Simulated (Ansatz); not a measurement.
# Rb3Al3Cl2 (element-swapped structure): how the settings move a single-point run

Aim: see which settings change the result for Rb3Al3Cl2 (element-swapped structure), by how much, and at what cost.

Program: Ansatz 0.2.0. Level of theory: reference: DFT PBE, plane waves, PAW, scalar-relativistic, no spin polarisation. These are calculated values, not measurements.

### 1 Starting point

It takes space group R-3m (No. 166, trigonal). The conventional cell has a = 6.388 Å, b = 6.388 Å, c = 21.504 Å, α = 90.00°, β = 90.00°, γ = 120.00°. Around Rb (site symmetry -3m) lie 6 Al at 4.03 Å and 6 Cl at 4.07 Å and 6 Rb at 4.12 Å. Rb (site symmetry 3m) has 1 Rb at 3.50 Å and 4 Cl at 3.57 to 3.69 Å and 6 Al at 3.64 Å as nearest neighbours. Al (site symmetry 2/m) has 2 Cl at 2.62 Å as nearest neighbours. Cl (site symmetry 3m) is surrounded by 3 Al at 2.62 Å and 4 Rb at 3.57 to 3.69 Å.

Coordinates:

```xyz
8
Lattice="3.1938 5.5318 0.0000 -3.1938 5.5318 0.0000 -3.1938 1.8439 7.1678" Properties=species:S:1:pos:R:3 pbc="T T T"
Rb    0.0000    3.6879    3.5839
Rb   -3.1938    5.5318    1.7482
Rb    0.0000    7.3758    5.4196
Al    0.0000    5.5318    0.0000
Al   -1.5969    2.7659    0.0000
Al    1.5969    2.7659    0.0000
Cl   -3.1938    5.5318    5.3135
Cl    0.0000    7.3758    1.8543
```

### 2 Baseline

The input, input.yaml:

```yaml
crystal:
  lattice:
    - [3.193805, 5.531831, 0.0]
    - [-3.193805, 5.531831, 0.0]
    - [-3.193805, 1.84394, 7.167844]
  atoms:
    - { symbol: Rb, position: [0.5, 0.0, 0.5] }
    - { symbol: Rb, position: [0.0813, 0.8374, 0.2439] }
    - { symbol: Rb, position: [0.9187, 0.1626, 0.7561] }
    - { symbol: Al, position: [0.5, 0.5, 0.0] }
    - { symbol: Al, position: [0.0, 0.5, 0.0] }
    - { symbol: Al, position: [0.5, 0.0, 0.0] }
    - { symbol: Cl, position: [0.2471, 0.5058, 0.7413] }
    - { symbol: Cl, position: [0.7529, 0.4942, 0.2587] }
  symmetry: { tolerance: 0.0003 }
kpoints:
  mp_grid: { grid: [4, 4, 4], shift: [0, 0, 0] }
magnetization:
  spin_polarized: false
scf:
  occupations: { method: gaussian, width: 0.0236 }
hamiltonian:
  pseudopotentials: { kind: paw }
  xc: pbe
basis:
  ecutwfc: 420
output:
  forces: true
  stress: true
  eigenvalues: true
  write_density: true
  write_potential: true
  elf: true
  volumetric_format: npy
```

Command:

```bash
ansatz run input.yaml --threads 1 --pin off --max-ram 2560MiB --backend cpu --events-out ev --progress --plain --runs-dir out
```

### 3 Variant: n_extra_bands 16

input.yaml, as its differences from that of step 2:

```diff
@@ -21,2 +21,3 @@
   occupations: { method: gaussian, width: 0.0236 }
+  n_extra_bands: 16
 hamiltonian:
@@ -30,5 +31 @@
   eigenvalues: true
-  write_density: true
-  write_potential: true
-  elf: true
-  volumetric_format: npy
```

### 4 Changing settings: chi_scale 0.1

input.yaml, as its differences from that of step 2:

```diff
@@ -21,2 +21,3 @@
   occupations: { method: gaussian, width: 0.0236 }
+  initial_density: { chi_scale: 0.1 }
 hamiltonian:
@@ -30,5 +31 @@
   eigenvalues: true
-  write_density: true
-  write_potential: true
-  elf: true
-  volumetric_format: npy
```

### 5 Changing settings: occupations.method cold, occupations.width 0.05

input.yaml, as its differences from that of step 2:

```diff
@@ -20,3 +20,3 @@
 scf:
-  occupations: { method: gaussian, width: 0.0236 }
+  occupations: { method: cold, width: 0.05 }
 hamiltonian:
@@ -30,5 +30 @@
   eigenvalues: true
-  write_density: true
-  write_potential: true
-  elf: true
-  volumetric_format: npy
```

### 6 Variant: occupations.method cold, occupations.width 0.01, xc_grid 2

input.yaml, as its differences from that of step 2:

```diff
@@ -20,3 +20,3 @@
 scf:
-  occupations: { method: gaussian, width: 0.0236 }
+  occupations: { method: cold, width: 0.01 }
 hamiltonian:
@@ -26,2 +26,3 @@
   ecutwfc: 420
+  xc_grid: 2
 output:
@@ -30,5 +31 @@
   eigenvalues: true
-  write_density: true
-  write_potential: true
-  elf: true
-  volumetric_format: npy
```

**Question.** What will these runs give? Wanted: for each run, ending; energy change; pressure; gap; force.

As calculated:

```
                                                          run     ending        energy change  pressure (GPa)  gap (eV)  force (eV/Å)  cycles   time
                                                    reference  converged                    0             1.8      0.00          2.13       8  7.8 s
                                          1: n_extra_bands 16  converged         0.0 meV/atom             1.8      0.00          2.13       8  7.4 s
                                             2: chi_scale 0.1  converged         0.0 meV/atom             1.8      0.00          2.13      10  7.6 s
           3: occupations.method cold, occupations.width 0.05  converged  -0.2 meV/atom (σ→0)             1.8      0.00          2.13       8  6.3 s
4: occupations.method cold, occupations.width 0.01, xc_grid 2  converged   0.0 meV/atom (σ→0)             1.8      0.00          2.13       7  5.5 s
```

Times don't compare one to one where runs were asked for different outputs or read a saved state (see the inputs); cycles may leave out searches for a lower state.

Residual by cycle in the longest SCF loop of each run; runs are numbered as in the table. The quantity is the density residual dr2, in eV.

```
cycle  reference    run 1    run 2    run 3    run 4
    1     0.0953   0.0947     24.6   0.0956   0.0953
    2     0.0368   0.0372     1.37   0.0369   0.0179
    3    0.00752  0.00729      0.6  0.00751  0.00242
    4     7.1e-4   6.9e-4   0.0391   7.1e-4   5.7e-5
    5     5.1e-5   5.4e-5  0.00752   5.6e-5   3.9e-6
    6     4.7e-6   5.7e-6   9.6e-4   5.0e-6   2.5e-7
    7     5.9e-7   8.5e-7   9.1e-5   6.4e-7   2.6e-8
    8     7.2e-8   9.5e-8   5.1e-6   7.8e-8        -
    9          -        -   2.7e-7        -        -
   10          -        -   4.3e-8        -        -
```

No change moves the result by more than the table shows.

Caveats on the reference run: its mesh is coarse for a cell with so small a gap or none; the cell is far from equilibrium (forces up to 2.1 eV/Å), so its values aren't those of the relaxed material; the structure is made up and not relaxed.
